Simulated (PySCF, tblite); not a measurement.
# C3Cl3F3− (doublet): geometry, infrared bands and EPR parameters

What infrared bands and EPR parameters should C3Cl3F3− (doublet) (`F[C]([C-](F)F)C(Cl)(Cl)Cl`) show?

Programs: tblite 0.8.0 and PySCF 2.14.0, with density-fitted response routines of our own. Each step states its level of theory. These are calculated values for one molecule in the gas phase, unless marked as measured. Atoms count from 0, in the outputs and in this text.

## (1) Starting geometry

9 atoms, charge -1, multiplicity 2; geometry from: force field or distance geometry start.

Bonds of the start (Å): F0–C1 1.36, C1–C2 1.44, C2–F3 1.34, C2–F4 1.35, C1–C5 1.49, C5–Cl6 1.79, C5–Cl7 1.79, C5–Cl8 1.79.

## (2) Relaxing the molecule with GFN2-xTB

What the job is given:

```
{"job": {"kind": "relax", "xc": "GFN2-xTB", "basis": "xTB"}, "charge": -1, "multiplicity": 2}
F      0.541600    -1.540200    -1.049700
C      0.284900    -0.438100    -0.300000
C      1.441800     0.195900     0.279700
F      2.653600    -0.302700     0.019500
F      1.283100     1.293200     1.051900
C     -1.104400     0.054000    -0.069200
Cl    -2.277100    -0.992700    -0.931800
Cl    -1.292000     1.720100    -0.698700
Cl    -1.517900     0.016500     1.673000
```

Command:

```
$ OMP_NUM_THREADS=1 python probes_run.py task.json out
```

This one command runs all jobs of the session in turn.

**Question.** This job is followed by: GFN2-xTB harmonic vibrations, gas phase; UKS B3LYP, pcH-1 on C Cl F, non-relativistic, mean-field spin-orbit, GIAO. What will the session give for the following? strongest single infrared mode (GFN2-xTB); zero-point energy (GFN2-xTB); g(iso) (B3LYP); ⟨S²⟩; largest a(iso).

**Answer**, as computed:

| quantity | value |
| --- | --- |
| strongest single infrared mode (GFN2-xTB) | 1178 cm⁻¹, 180 km/mol |
| zero-point energy (GFN2-xTB) | 15.3 kcal/mol |
| g(iso) (B3LYP) | 2.01487 |
| ⟨S²⟩ | 0.766 (exact 0.75) |
| largest a(iso) | 13C on C5, 272.7 MHz |

The optimisation took 57 steps and gained 1.449 eV; among the close pairs (by a distance rule), C5–Cl8 changed most, from 1.791 to 2.427 Å. The frame itself reshapes: C5···Cl8 goes from 1.79 to 2.43 Å. No mode is imaginary among the 21: a minimum at this level. The strongest single mode, at 1178 cm⁻¹, moves mainly C2. Unscaled tight-binding wavenumbers are off by several per cent, some by more. Its intensities can rank the bands wrongly. The structure rearranged or came apart on optimisation; the results belong to the end geometry, not to the formula as drawn. The largest spin populations lie on C5 (0.45 e), C2 (0.32 e). The isotropic g lies 12.6 ppt above the free-electron value. The records flag this anion as possibly unbound in the gas phase, so the basis may hold the extra electron. The conformer search found further structures of the same energy, which may be mirror or relabelled copies of this one.
